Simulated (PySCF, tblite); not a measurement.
# C7H9ClSi: geometry, infrared bands and NMR shifts

Aim: predict the infrared bands and NMR shifts of C7H9ClSi (`C#C[C@@H]1C=C[C@H](Cl)[C@H]1[SiH3]`).

The runs use tblite 0.8.0 and PySCF 2.14.0, with density-fitted response routines of our own; the level of theory stands in each step. All values are computed, except where a source is named. Atoms are numbered from 0 throughout.

**1. Starting geometry**

18 atoms, charge 0, multiplicity 1; geometry from: force field or distance geometry start.

Bonds of the start (Å): C0–C1 1.24, C1–C2 1.44, C2–C3 1.50, C3–C4 1.33, C4–C5 1.50, C5–Cl6 1.76, C5–C7 1.53, C7–Si8 1.87, C7–C2 1.50, C0–H9 1.05, C2–H10 1.12, C3–H11 1.07, C4–H12 1.09, C5–H13 1.10, C7–H14 1.09, Si8–H15 1.48, Si8–H16 1.48, Si8–H17 1.47.

**2. Geometry optimisation with GFN2-xTB**

What the job is given:

```
{"job": {"kind": "relax", "xc": "GFN2-xTB", "basis": "xTB"}, "charge": 0, "multiplicity": 1}
C      2.845200    -1.493100    -0.355600
C      1.876700    -0.752900    -0.582300
C      0.754100     0.104600    -0.837200
C      1.030200     1.523200    -0.428800
C     -0.055200     2.075700     0.100300
C     -1.171400     1.070500     0.051200
Cl    -2.304400     1.250200     1.381400
C     -0.362600    -0.231000     0.114300
Si    -1.471700    -1.584700    -0.556200
H      3.674200    -2.115300    -0.165900
H      0.395400     0.050200    -1.891600
H      1.996200     1.977500    -0.531500
H     -0.087000     3.098300     0.475000
H     -1.630200     1.169400    -0.948900
H     -0.058500    -0.383300     1.154100
H     -2.619300    -1.827100     0.352700
H     -2.068800    -1.086700    -1.812900
H     -0.752000    -2.839300    -0.794700
```

Launch:

```sh
OMP_NUM_THREADS=1 python probes_run.py task.json out
```

This one command runs all jobs of the session in turn.

**Question.** This job is followed by: GFN2-xTB harmonic vibrations, gas phase; GIAO PBE0/pcSseg-1 NMR shielding, non-relativistic, gas phase. What will the session give for the following? strongest single infrared mode (GFN2-xTB); zero-point energy (GFN2-xTB); 13C shifts against TMS (PBE0/pcSseg-1); 1H shifts against TMS (PBE0/pcSseg-1, means over atoms taken as alike); 35Cl shifts against HCl (PBE0/pcSseg-1); 29Si shifts against TMS (PBE0/pcSseg-1).

As calculated:

| quantity | value |
| --- | --- |
| strongest single infrared mode (GFN2-xTB) | 783 cm⁻¹, 326 km/mol |
| zero-point energy (GFN2-xTB) | 80.0 kcal/mol |
| 13C shifts against TMS (PBE0/pcSseg-1) | 143.7, 142.6, 90.1, 77.5, 72.2, 43.6, 41.7 ppm |
| 1H shifts against TMS (PBE0/pcSseg-1, means over atoms taken as alike) | 6.05, 6.03, 4.72, 4.05, 3.38, 1.89, 1.72 ppm |
| 35Cl shifts against HCl (PBE0/pcSseg-1) | 213 ppm |
| 29Si shifts against TMS (PBE0/pcSseg-1) | -68.9 ppm |

In words: Relaxing lowered the energy by 0.499 eV in 93 steps; the close pair that moved most is C2–C7, from 1.505 to 1.551 Å. All 48 modes are real, so the xTB geometry is a minimum. Unscaled tight-binding wavenumbers are off by several per cent, some by more. Its intensities can rank the bands wrongly. At PBE0/pcSseg-1: The widest tensor belongs to Cl6: span 542 ppm, with a paramagnetic part of -411 ppm.
